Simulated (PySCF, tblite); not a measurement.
# C₃H₈GeS₂: geometry, infrared bands and NMR shifts

Wanted: the infrared bands and NMR shifts of C₃H₈GeS₂ (`C1C[S][GeH2][CH2]S1`), by calculation.

Programs: tblite 0.8.0 and PySCF 2.14.0, with density-fitted response routines of our own. Each step states its level of theory. These are calculated values for one molecule in the gas phase, unless marked as measured. Atoms are numbered from 0 throughout.

### 1 The starting structure

14 atoms, charge 0, multiplicity 1; geometry from: force field or distance geometry start.

Bonds of the start (Å): C0–C1 1.53, C1–S2 1.85, S2–Ge3 2.22, Ge3–C4 1.93, C4–S5 1.83, S5–C0 1.83, C0–H6 1.11, C0–H7 1.11, C1–H8 1.10, C1–H9 1.11, Ge3–H10 1.54, Ge3–H11 1.55, C4–H12 1.11, C4–H13 1.12.

### 2 Optimising the geometry with GFN2-xTB

Job settings and geometry (Å):

```
{"job": {"kind": "relax", "xc": "GFN2-xTB", "basis": "xTB"}, "charge": 0, "multiplicity": 1}
C     -1.531600     0.274200     0.121000
C     -1.179700    -1.133300    -0.354100
S      0.172100    -1.878600     0.661800
Ge     1.701200    -0.418700    -0.028100
C      0.964000     1.343900     0.276600
S     -0.546400     1.552300    -0.735100
H     -1.450800     0.375500     1.221500
H     -2.595800     0.474200    -0.136300
H     -0.895200    -1.148900    -1.419800
H     -2.070000    -1.791200    -0.221800
H      1.987300    -0.634300    -1.530000
H      2.994900    -0.606500     0.812000
H      0.731200     1.489800     1.355700
H      1.718200     2.101000    -0.045600
```

On the command line:

```sh
$ OMP_NUM_THREADS=1 python probes_run.py task.json out
```

One launch serves the whole session: the jobs run in the order shown.

**Question.** This job is followed by: GFN2-xTB harmonic vibrations, gas phase; GIAO PBE0/pcSseg-1 NMR shielding, non-relativistic, gas phase. What will the session give for the following? strongest single infrared mode (GFN2-xTB); zero-point energy (GFN2-xTB); 13C shifts against TMS (PBE0/pcSseg-1); 1H shifts against TMS (PBE0/pcSseg-1, means over atoms taken as alike); 33S shifts against CS2 (PBE0/pcSseg-1); 73Ge shifts against GeMe4 (PBE0/pcSseg-1).

As calculated:

```
                                                              quantity                       value
                             strongest single infrared mode (GFN2-xTB)       1972 cm⁻¹, 485 km/mol
                                          zero-point energy (GFN2-xTB)               61.6 kcal/mol
                                13C shifts against TMS (PBE0/pcSseg-1)        40.8, 35.8, 21.7 ppm
1H shifts against TMS (PBE0/pcSseg-1, means over atoms taken as alike)  4.89, 2.96, 2.78, 2.10 ppm
                                33S shifts against CS2 (PBE0/pcSseg-1)                16, -124 ppm
                             73Ge shifts against GeMe4 (PBE0/pcSseg-1)                    -106 ppm
```

In words: The optimisation took 36 steps and gained 0.161 eV; among the close pairs (by a distance rule), Ge3–C4 changed most, from 1.935 to 1.989 Å. No mode is imaginary among the 36: a minimum at this level. The strongest single mode, at 1972 cm⁻¹, moves mainly H11. Unscaled tight-binding wavenumbers are off by several per cent, some by more. Its intensities can rank the bands wrongly. At PBE0/pcSseg-1: The widest tensor belongs to S2: span 407 ppm, with a paramagnetic part of -429 ppm. Spin-orbit coupling is left out, which matters for shieldings and couplings at and beside the heavy atoms.
